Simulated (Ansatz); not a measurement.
# C: relaxation and properties

The task, for C: relax cell and atoms, compute bands, density of states and charges and get the carriers' masses.

A COD entry behind a cell of this session may itself be a prediction, so a difference from it is no test against experiment.

Program: Ansatz 0.2.0. Level of theory: DFT PBE, scalar-relativistic, plane waves, PAW. These are calculated values, not measurements.

**1. Starting point**

Symmetry: P6_3/mmc, No. 194, hexagonal system. The conventional cell has a = 2.522 Å, b = 2.522 Å, c = 16.474 Å, α = 90.00°, β = 90.00°, γ = 120.00°. C (site symmetry 3m) is surrounded by 4 C at 1.54 Å.

Coordinates:

```cif
data_structure
_symmetry_space_group_name_H-M 'P 1'
_symmetry_Int_Tables_number 1
_cell_length_a 2.5221
_cell_length_b 2.5221
_cell_length_c 16.4743
_cell_angle_alpha 90.000
_cell_angle_beta 90.000
_cell_angle_gamma 120.000
_cell_volume 90.75
loop_
_atom_site_label
_atom_site_type_symbol
_atom_site_fract_x
_atom_site_fract_y
_atom_site_fract_z
_atom_site_occupancy
C1 C 0.00000 0.00000 0.04688 1
C2 C 0.00000 0.00000 0.54688 1
C3 C 0.00000 0.00000 0.45312 1
C4 C 0.00000 0.00000 0.95312 1
C5 C 0.33333 0.66667 0.07813 1
C6 C 0.66667 0.33333 0.57813 1
C7 C 0.33333 0.66667 0.42187 1
C8 C 0.66667 0.33333 0.92187 1
C9 C 0.33333 0.66667 0.17188 1
C10 C 0.66667 0.33333 0.67188 1
C11 C 0.33333 0.66667 0.32812 1
C12 C 0.66667 0.33333 0.82812 1
C13 C 0.33333 0.66667 0.79688 1
C14 C 0.66667 0.33333 0.29688 1
C15 C 0.33333 0.66667 0.70312 1
C16 C 0.66667 0.33333 0.20312 1
```

The structure comes from the Crystallography Open Database.

(A quick probe on a coarse mesh, which set the mesh and smearing, is not shown.)

**3. Relaxing cell and atoms**

input.yaml reads:

```yaml
crystal:
  lattice:
    - [2.5221, 0.0, 0.0]
    - [-1.26105, 2.1842026709, 0.0]
    - [0.0, 0.0, 16.4743]
  atoms:
    - { symbol: C, position: [0.0, 0.0, 0.04688] }
    - { symbol: C, position: [0.0, 0.0, 0.54688] }
    - { symbol: C, position: [0.0, 0.0, 0.45312] }
    - { symbol: C, position: [0.0, 0.0, 0.95312] }
    - { symbol: C, position: [0.3333333333, 0.6666666667, 0.07813] }
    - { symbol: C, position: [0.6666666667, 0.3333333333, 0.57813] }
    - { symbol: C, position: [0.3333333333, 0.6666666667, 0.42187] }
    - { symbol: C, position: [0.6666666667, 0.3333333333, 0.92187] }
    - { symbol: C, position: [0.3333333333, 0.6666666667, 0.17188] }
    - { symbol: C, position: [0.6666666667, 0.3333333333, 0.67188] }
    - { symbol: C, position: [0.3333333333, 0.6666666667, 0.32812] }
    - { symbol: C, position: [0.6666666667, 0.3333333333, 0.82812] }
    - { symbol: C, position: [0.3333333333, 0.6666666667, 0.79688] }
    - { symbol: C, position: [0.6666666667, 0.3333333333, 0.29688] }
    - { symbol: C, position: [0.3333333333, 0.6666666667, 0.70312] }
    - { symbol: C, position: [0.6666666667, 0.3333333333, 0.20312] }
basis:
  ecutwfc: 420
kpoints:
  mp_grid: { grid: [12, 12, 2] }
hamiltonian:
  xc: pbe
scf:
  occupations: { method: gaussian, width: 0.02 }
output:
  forces: true
  stress: true
  eigenvalues: true
  write_density: true
  write_potential: true
  elf: true
  volumetric_format: npy
relax:
  adjacent_minimum: "off"
  f_tol: 0.005
  max_steps: 80
  cell: { stress_tol: 0.05 }
```

Command:

```console
ansatz run input.yaml --threads 4 --pin off --max-ram 10240MiB --backend cpu --events-out ev --progress --plain --runs-dir out
```

The session goes on with these runs: electronic structure at the relaxed geometry; band edges anywhere in the zone; eigenvalues a small step from each edge.

**Question.** What will these runs give? Wanted: relaxed cell; volume; gap; gap over the zone; valence top, conduction bottom; hole masses; electron masses.

As calculated:

| quantity | value |
| --- | --- |
| relaxed cell | a = 2.522 Å, b = 2.522 Å, c = 16.553 Å, α = 90.00°, β = 90.00°, γ = 120.00° |
| space group (0.01 Å) | P6_3/mmc (No. 194) |
| volume | 5.70 Å³/atom |
| gap | 4.39 eV, indirect on the path |
| gap over the zone | 4.38 eV, indirect |
| valence top, conduction bottom (fractional k) | (0.000, 0.000, 0.000), (0.000, 0.365, 0.000) |
| hole masses | 0.29 to 0.85 m0 along the directions sampled |
| electron masses | 0.26 to 1.53 m0 along the directions sampled |

**Reading.** Relaxation left the volume within 0.5 % of the start. The gap is 4.39 eV, with the valence top at Γ and the conduction bottom between Γ and M on the path. Of the projected weight, the top eV of the valence band is C 2p (99 %), and the lowest eV of the conduction band C 2p (59 %) and C 2s (41 %). Electron masses come out at 0.26 to 1.53 and hole masses at 0.29 to 0.85 m0. These cover the sampled directions only.
